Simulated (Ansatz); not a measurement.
# GaH2OS: the cost of one run

Program: Ansatz 0.2.0. Level of theory: UKS B3LYP/def2-SVPD. These are calculated values, not measurements.

## 1. The structure to begin with

Bond lengths: O1–S2 1.754 Å, S2–Ga3 2.389 Å, O1–H4 0.963 Å, Ga3–H5 1.835 Å. Angles: O1–S2–Ga3 64.3°, S2–O1–H4 107.5°, S2–Ga3–H5 119.5°.

As a file:

```xyz
5

O    -0.6210   -0.2428   -0.5962
S    -1.3153    0.8769    0.5624
Ga    1.0586    0.9812    0.3142
H    -1.1572   -1.0431   -0.5827
H     2.0349   -0.5722    0.3023
```

## 2. Relaxing end A

Contents of input.yaml:

```yaml
crystal:
  periodic: [false, false, false]
  atoms:
    - { symbol: O, position_ang: [-0.62104, -0.2428, -0.59623] }
    - { symbol: S, position_ang: [-1.31531, 0.8769, 0.56243] }
    - { symbol: Ga, position_ang: [1.0586, 0.98123, 0.31423] }
    - { symbol: H, position_ang: [-1.1572, -1.04314, -0.58269] }
    - { symbol: H, position_ang: [2.03495, -0.57218, 0.30226] }
magnetization:
  spin_polarized: true
  initial_magnetization: 1
basis:
  gaussian: { orbitals: def2-SVPD }
hamiltonian:
  xc: b3lyp
relax:
  f_tol: 0.02
  max_steps: 50
```

The run is started by

```console
$ ansatz run input.yaml --threads 2 --pin off --max-ram 3072MiB --backend cpu --events-out ev --progress --plain --runs-dir out
```

**Question.** How long does this run take on 2 threads of Arm Neoverse V1, shared host, and how much memory does it need?

About 32 s, with a peak of 0.31 GiB.
